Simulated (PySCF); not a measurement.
# MoOCl2: rigid scans about the minimum

Aim: map the energy of triplet MoOCl2 about its PBE minimum, with rigid distortions.

Computed with PySCF 2.14.0. Level: PBE, basis Mo def2-SVP with ECP28, O def2-SVP, Cl def2-SVP, scalar-relativistic core potentials, no spin–orbit coupling, density fitting.

**1. The system as given**

4 atoms, charge 0, spin multiplicity 3.

Bond lengths: Mo1–O2 1.667 Å, Mo1–Cl3 2.288 Å, Mo1–Cl4 2.288 Å. Angles: O2–Mo1–Cl3 120.0°, O2–Mo1–Cl4 120.0°, Cl3–Mo1–Cl4 119.9°.

```xyz
4
charge 0 multiplicity 3
Mo    0.0000    0.0000    0.2908
O     0.0000    0.0000    1.9581
Cl    1.9806    0.0000   -0.8547
Cl   -1.9806    0.0000   -0.8547
```

**2. Real-space pictures of the lowest minimum**

The plane holds Mo1 at (0.00, 0.00), O2 at (1.67, 0.00), Cl3 at (-1.15, 1.98), Cl4 at (-1.15, -1.98) Å. Columns run from x = -3.15 to 4.05 Å, rows from y = 4.35 (top) to -4.05 Å, in steps of 0.3 Å. Electrons inside core potentials are absent.

Density (cut at 5 e/Å³):

Ten steps from '0' (0.000 e/Å³) to '9' (5.000 e/Å³), finer at the low end (step k begins (100^(k/10) - 1)/99 of the way up):
```
0000000000000000000000000
0000000000000000000000000
0000000000000000000000000
0000111111000000000000000
0001233332100000000000000
0012355654210000000000000
0013567776421000000000000
0024679987531000000000000
0124689997531100000000000
0024679987532100000000000
0013567776432111110000000
0012355655543333332100000
0001234456876545654210000
0000123469999778986310000
0000112489559889997420000
0000112489559889997420000
0000123469999778986310000
0001234456876545654210000
0012355655543333332100000
0013567776432111110000000
0024679987532100000000000
0124689997531100000000000
0024679987531000000000000
0013567776421000000000000
0012355654210000000000000
0001233332100000000000000
0000111111000000000000000
0000000000000000000000000
0000000000000000000000000
```

ELF (0 where the density is under 0.005 e/Å³):

Ten even steps from '0' (0.00) to '9' (0.90):
```
0000000000000000000000000
0000000100000000000000000
0000123332100000000000000
0012455665420000000000000
0024678887642000000000000
0246899999763100000000000
1357996599874100000000000
1468943719975100000000000
1479929318974100000000000
1478961329852000110000000
1368998798520013443200000
0257899863210026765420000
0035666324674148998631000
0001221148898369999842000
0000000289008576469852000
0000000289008576469852000
0001221148898369999842000
0035666324674148998631000
0257899863210026765420000
1368998798520013443200000
1478961329852000110000000
1479929318974100000000000
1468943719975100000000000
1357996599874100000000000
0246899999763100000000000
0024678887642000000000000
0012455665420000000000000
0000123332100000000000000
0000000100000000000000000
```

Electrostatic potential (cut at 20 V):

Ten steps from '0' (-0.57 V) to '9' (20.00 V), finer at the low end (step k begins (100^(k/10) - 1)/99 of the way up):
```
2222222222222222222222222
2222222222222222222222222
2222223222222222222222222
2223334433222222222222222
2233456654322222222222222
2234689986532222222222222
2246899998643333322222222
2246999999754333322222222
2247999999865443322222222
2246999999866554322212222
2235799999877665321111122
2234678999999876542101112
2334567899999987875200112
3334567999999999997410011
3334568999999999999510011
3334568999999999999510011
3334567999999999997410011
2334567899999987875200112
2234678999999876542101112
2235799999877665321111122
2246999999866554322212222
2247999999865443322222222
2246999999754333322222222
2246899998643333322222222
2234689986532222222222222
2233456654322222222222222
2223334433222222222222222
2222223222222222222222222
2222222222222222222222222
```

Making the fields needed 2 s of wall time on 2 threads of AMD EPYC 7R43 (Zen 3), shared host.

**3. Breathing scan**

One driver script runs all scans and calls PySCF for each point, on a (75, 302) grid.

Command:

```sh
> OMP_NUM_THREADS=2 python axn.py task.json out
```

A rigid scan with PBE: all bonds to the central atom are scaled together. Each point starts from its neighbour's orbitals, and energies count from the minimum.

| scale of all bonds to the centre | energy (kJ/mol) | dipole size (D) | ⟨S²⟩ |
| --- | --- | --- | --- |
| 0.88 | 350.3 | 0.16 | 2.00 |
| 0.92 | 135.9 | 0.01 | 2.01 |
| 0.96 | 29.8 | 0.08 | 2.01 |
| 1.00 | 0.0 | 0.12 | 2.02 |
| 1.04 | 23.1 | 0.13 | 2.02 |
| 1.08 | 82.1 | 0.10 | 2.04 |
| 1.14 | 210.7 | 0.01 | 2.08 |
| 1.22 | 413.8 | 0.28 | 2.24 |
| 1.35 | 726.0 | 0.97 | 2.89 |

The scan took 42 s.

⟨S²⟩ grows along the scan: the determinant mixes in higher spin as the pair uncouples.

**4. Stretching one bond**

A rigid scan with PBE: the bond from Mo to the last atom (Cl) is scaled and the rest held.

| scale of one bond | energy (kJ/mol) | dipole size (D) | ⟨S²⟩ |
| --- | --- | --- | --- |
| 1.00 | 0.0 | 0.12 | 2.02 |
| 1.05 | 8.1 | 0.50 | 2.02 |
| 1.12 | 38.1 | 1.20 | 2.02 |
| 1.20 | 85.5 | 1.94 | 2.02 |
| 1.35 | 180.8 | 3.14 | 2.03 |
| 1.55 | 286.2 | 4.23 | 2.10 |
| 1.80 | 365.0 | 4.58 | 2.42 |

The scan took 2.5 min.

⟨S²⟩ grows along the scan: the determinant mixes in higher spin as the pair uncouples.

**5. Results**

| quantity | value |
| --- | --- |
| all bonds 4 % longer | 23.1 kJ/mol |
| one bond 20 % longer | 85.5 kJ/mol |

In words: Shortening all bonds by 4 % costs 29.8 kJ/mol and lengthening them 23.1: the wall is steeper on the short side. This is the lowest SCF solution found for this spin; with open d or f shells other occupations or spin states may lie lower.
